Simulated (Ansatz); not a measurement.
# C₃H₄F₄O: basis-set convergence

An exercise on one series of results from a longer session: the logs are not shown, and one member is left open.

Method: one geometry, several basis sets; program: Ansatz 0.2.0, Gaussian basis.

Levels to be run: PBE0-D4/def2-SVP; ωB97M-V/def2-SVP; PBE0-D4/def2-QZVPP; ωB97M-V/def2-QZVPP; the functionals' def2-TZVPP values are taken from earlier runs.

### The geometry

An earlier PBE0-D4 in a triple-zeta def2 set relaxation fixed the geometry.

SMILES `OCC(F)(F)C(F)F`, 12 atoms, charge 0, spin multiplicity 1.

Atoms are counted from 1 here; the program's logs count them from 0.

Bond lengths: O1–C2 1.401 Å, O1–H9 0.962 Å, C2–C3 1.515 Å, C2–H10 1.097 Å, C2–H11 1.090 Å, C3–F4 1.348 Å, C3–F5 1.362 Å, C3–C6 1.530 Å, C6–F7 1.351 Å, C6–F8 1.345 Å, C6–H12 1.093 Å. Angles: C2–O1–H9 108.5°, O1–C2–C3 111.4°, O1–C2–H10 113.0°, O1–C2–H11 107.8°, C3–C2–H10 107.2°, C3–C2–H11 108.8°, H10–C2–H11 108.5°, C2–C3–F4 109.5°, C2–C3–F5 108.9°, C2–C3–C6 113.9°, F4–C3–F5 107.7°, F4–C3–C6 109.5°, F5–C3–C6 107.0°, C3–C6–F7 108.7°, C3–C6–F8 109.8°, C3–C6–H12 111.2°, F7–C6–F8 108.4°, F7–C6–H12 109.2° and more.

The first run:

in.yaml reads:

```yaml
crystal:
  periodic: [false, false, false]
  atoms:
    - {symbol: O, position_ang: [0.219775, 1.743393, -0.682621]}
    - {symbol: C, position_ang: [0.950085, 0.567733, -0.464877]}
    - {symbol: C, position_ang: [0.229889, -0.361342, 0.491361]}
    - {symbol: F, position_ang: [0.993913, -1.447053, 0.725651]}
    - {symbol: F, position_ang: [0.046895, 0.281305, 1.678675]}
    - {symbol: C, position_ang: [-1.151019, -0.804376, 0.004653]}
    - {symbol: F, position_ang: [-1.007236, -1.468263, -1.162841]}
    - {symbol: F, position_ang: [-1.703845, -1.639126, 0.902309]}
    - {symbol: H, position_ang: [0.219151, 2.256348, 0.130705]}
    - {symbol: H, position_ang: [1.947371, 0.752838, -0.047815]}
    - {symbol: H, position_ang: [1.064209, 0.064335, -1.425403]}
    - {symbol: H, position_ang: [-1.809189, 0.054207, -0.149808]}
basis:
  gaussian: {orbitals: def2-SVP}
hamiltonian: {xc: pbe0, dispersion: d4}
output: {orbitals: {seedname: orbitals}}
```

Started as:

```bash
> ansatz run in.yaml --threads 2 --pin off --events-out ev --progress --plain --max-ram 22528MiB --backend cpu
```

Among the steps run: PBE0-D4 in def2-SVP; ωB97M-V in def2-SVP; PBE0-D4 in def2-QZVPP; ωB97M-V in def2-QZVPP.

One of the session's tables, all rows but one given; the rest of the session is left out.

```
functional       basis  HOMO (eV)  LUMO (eV)
   PBE0-D4    def2-SVP      -8.56       1.40
   PBE0-D4  def2-TZVPP      -8.77       0.72
   PBE0-D4  def2-QZVPP          ?          ?
   ωB97M-V    def2-SVP     -10.98       3.14
   ωB97M-V  def2-TZVPP     -11.20       2.22
   ωB97M-V  def2-QZVPP     -11.26       1.58
```

Estimate the missing values for PBE0-D4, def2-QZVPP.

As computed: HOMO (eV): -8.82; LUMO (eV): 0.34. In the column «HOMO (eV)» it lies between ωB97M-V, def2-SVP (-10.98) and PBE0-D4, def2-TZVPP (-8.77).
